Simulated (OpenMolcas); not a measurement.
**UHF/6-31G(d) (Cartesian functions) run of CH5Ge (SMILES [CH3][GeH2])**

Aim: an optimisation with harmonic vibrations of CH5Ge. 

The results are computed with OpenMolcas 26.06.

1 further run of the same task is left out (set aside as unsound or not needed).

### Step 1. The structure to begin with

The species is CH5Ge (7 atoms), meant as a doublet with charge 0. As SMILES, `[CH3][GeH2]`. Geometry: relaxed at PBE0-D4/def2-TZVP. The run starts from this shape.

Bond lengths: C1–Ge2 1.960 Å, C1–H3 1.090 Å, C1–H4 1.090 Å, C1–H5 1.093 Å, Ge2–H6 1.546 Å, Ge2–H7 1.546 Å. Angles: C1–Ge2–H6 111.3°, C1–Ge2–H7 111.3°, Ge2–C1–H3 110.3°, Ge2–C1–H4 110.3°, Ge2–C1–H5 109.7°, H6–Ge2–H7 109.5°, H3–C1–H4 109.0°, H3–C1–H5 108.8°, H4–C1–H5 108.8°.

### Step 2. An optimisation with harmonic vibrations at UHF/6-31G(d) (Cartesian functions)

mol.input reads:

```
* CH5Ge Hartree-Fock
&gateway
baslib = $CurrDir
basisset
C.6-31Gs....
C1 -0.247600 -0.809300 -0.206400 angstrom
End of Basis
basisset
Ge.6-31Gs....
Ge2 0.396000 0.824800 0.663000 angstrom
End of Basis
basisset
H.6-31Gs....
H3 -1.153200 -1.166400 0.283800 angstrom
H4 0.513100 -1.588100 -0.157000 angstrom
H5 -0.473200 -0.603400 -1.255600 angstrom
H6 -0.673100 1.940800 0.621200 angstrom
H7 1.699200 1.333700 0.005300 angstrom
End of Basis
>>> EXPORT MOLCAS_MAXITER=50
>>> Do While
&seward
&scf
uhf
spin = 2
prorbitals = 0
&slapaf
>>> EndDo
>>> COPY $Project.Opt.xyz $CurrDir/final.xyz
>>> COPY $Project.slapaf.h5 $CurrDir/final.slapaf.h5
&mckinley
```

The basis set 6-31G* is read from a file made from the Basis Set Exchange's data (not shown).

Launch:

```bash
$ export MOLCAS_MEM=1860
$ pymolcas mol.input > mol.log
```

What values should one expect? Wanted: total energy; dipole moment; HOMO energy; LUMO energy; ⟨S²⟩; lowest harmonic wavenumber; highest harmonic wavenumber; zero-point energy; ideal-gas entropy at 298.15 K and 1 atm.

**Answer.** As computed:

Level: UHF/6-31G* (Cartesian functions).

| quantity | value |
| --- | --- |
| total energy | -2115.81509 Eh |
| dipole moment | 0.72 D |
| HOMO energy (highest over α and β) | -8.53 eV |
| LUMO energy (lowest over α and β) | 1.33 eV |
| ⟨S²⟩ | 0.753 |
| lowest harmonic wavenumber | 172 cm⁻¹ |
| highest harmonic wavenumber | 3300 cm⁻¹ |
| zero-point energy | 140.6 kJ/mol |
| ideal-gas entropy at 298.15 K and 1 atm (symmetry number 1 as used) | 65.3 cal/(mol K) |

**Reading.** At the final geometry: Bond lengths: C1–Ge2 1.973 Å, C1–H3 1.083 Å, C1–H4 1.083 Å, C1–H5 1.085 Å, Ge2–H6 1.545 Å, Ge2–H7 1.545 Å. Angles: C1–Ge2–H6 111.2°, C1–Ge2–H7 111.2°, Ge2–C1–H3 110.4°, Ge2–C1–H4 110.4°, Ge2–C1–H5 110.1°, H6–Ge2–H7 109.0°, H3–C1–H4 108.6°, H3–C1–H5 108.6°, H4–C1–H5 108.6°. All 15 modes are real, so the shape is a minimum at this level. Mulliken charges run from -0.68 on C1 to +0.19 on Ge2.
